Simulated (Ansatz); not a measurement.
# FGaH2SSe: the cost of one run

Computed with Ansatz 0.2.0, Gaussian basis. Level: the settings change from run to run.

## 1. The molecule

An earlier PBE0-D4 in a triple-zeta def2 set relaxation fixed the geometry.

SMILES `[F][Ga]([SH])[SeH]`, 6 atoms, charge 0, spin multiplicity 1.

Atoms are counted from 1 here; the program's logs count them from 0.

Bond lengths: F1–Ga2 1.752 Å, Ga2–S3 2.184 Å, Ga2–Se4 2.303 Å, S3–H5 1.345 Å, Se4–H6 1.470 Å. Angles: F1–Ga2–S3 116.2°, F1–Ga2–Se4 116.0°, S3–Ga2–Se4 127.9°, Ga2–S3–H5 91.7°, Ga2–Se4–H6 91.0°.

## 2. revPBE/aug-cc-pVTZ

Set apart from the defaults: coordinates scaled by 0.92.

in.yaml

```yaml
crystal:
  periodic: [false, false, false]
  atoms:
    - {symbol: F, position_ang: [-0.000532, -1.748919, 0.920123]}
    - {symbol: Ga, position_ang: [-0.123224, -0.309904, 0.204000]}
    - {symbol: S, position_ang: [1.533560, 0.371373, -0.706348]}
    - {symbol: Se, position_ang: [-2.015269, 0.634156, 0.337972]}
    - {symbol: H, position_ang: [2.169540, -0.640693, -0.385408]}
    - {symbol: H, position_ang: [-1.564065, 1.693988, -0.370329]}
basis:
  gaussian: {orbitals: aug-cc-pVTZ}
hamiltonian: {xc: {name: revPBE}}
output: {forces: true}
```

On the command line:

```console
> ansatz run in.yaml --threads 2 --pin off --events-out ev --progress --plain --max-ram 32768MiB --backend cpu
```

What time and memory should one allow on 2 threads of AMD EPYC 7R13, shared host?

About 6.5 s, with a peak of 0.47 GiB.
